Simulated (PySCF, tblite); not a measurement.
**C3H9O2Si2−: geometry, infrared bands and NMR shifts**

Wanted: the infrared bands and NMR shifts of C3H9O2Si2− (`C=C(C)O[SiH-]O[SiH3]`), by calculation.

Programs: tblite 0.8.0 and PySCF 2.14.0, with density-fitted response routines of our own. Each step states its level of theory. These are calculated values for one molecule in the gas phase, unless marked as measured. Atoms are numbered from 0 throughout.

## (1) The starting structure

16 atoms, charge -1, multiplicity 1; geometry from: force field or distance geometry start.

Bonds of the start (Å): C0–C1 1.33, C1–C2 1.47, C1–O3 1.40, O3–Si4 1.75, Si4–O5 1.69, O5–Si6 1.73, C0–H7 1.07, C0–H8 1.10, C2–H9 1.12, C2–H10 1.14, C2–H11 1.11, Si4–H12 1.45, Si6–H13 1.46, Si6–H14 1.46, Si6–H15 1.46.

## (2) Geometry optimisation with GFN2-xTB

The job: settings as JSON, then the geometry in Å.

```
{"job": {"kind": "relax", "xc": "GFN2-xTB", "basis": "xTB"}, "charge": -1, "multiplicity": 1}
C     -1.827300    -1.657700     0.258200
C     -1.707500    -0.387500     0.628200
C     -2.726300     0.643700     0.382700
O     -0.550300     0.011300     1.303100
Si     0.892800    -0.027300     0.317400
O      2.308200    -0.053000     1.247800
Si     3.609200     0.430400     0.218800
H     -2.678200    -2.039600    -0.256700
H     -0.990100    -2.314000     0.517800
H     -2.908800     1.273800     1.285500
H     -3.715700     0.170600     0.083800
H     -2.430200     1.290000    -0.465800
H      0.877400     1.000700    -0.710600
H      3.912800     1.835800     0.445300
H      3.157400     0.267600    -1.160200
H      4.768900    -0.435900     0.428500
```

Run with:

```bash
OMP_NUM_THREADS=1 python probes_run.py task.json out
```

One launch serves the whole session: the jobs run in the order shown.

**Question.** This job is followed by: GFN2-xTB harmonic vibrations, gas phase; GIAO PBE0/pcSseg-1 NMR shielding, non-relativistic, gas phase. Predict these results of the whole session: strongest single infrared mode (GFN2-xTB); zero-point energy (GFN2-xTB); ¹³C shifts against TMS (PBE0/pcSseg-1); ¹H shifts against TMS (PBE0/pcSseg-1, means over atoms taken as alike); ¹⁷O shifts against H2O (PBE0/pcSseg-1); ²⁹Si shifts against TMS (PBE0/pcSseg-1).

**Answer**, as computed:

```
                                                              quantity                             value
                             strongest single infrared mode (GFN2-xTB)             1802 cm⁻¹, 701 km/mol
                                          zero-point energy (GFN2-xTB)                     67.2 kcal/mol
                                ¹³C shifts against TMS (PBE0/pcSseg-1)             160.3, 77.6, 27.5 ppm
¹H shifts against TMS (PBE0/pcSseg-1, means over atoms taken as alike)  7.10, 4.97, 3.55, 3.32, 1.54 ppm
                                ¹⁷O shifts against H2O (PBE0/pcSseg-1)                   187.1, 26.8 ppm
                               ²⁹Si shifts against TMS (PBE0/pcSseg-1)                   58.1, -67.9 ppm
```

Over 228 steps the energy fell by 1.893 eV; of the close pairs, O5–Si6 changed most, 1.728 to 1.568 Å. All 42 modes are real, so the xTB geometry is a minimum. The strongest single mode, at 1802 cm⁻¹, moves mainly H12. Unscaled tight-binding wavenumbers are off by several per cent, some by more. Its intensities can rank the bands wrongly. At PBE0/pcSseg-1: Shielding is most anisotropic at Si4 (span 308 ppm, paramagnetic term -588 ppm).
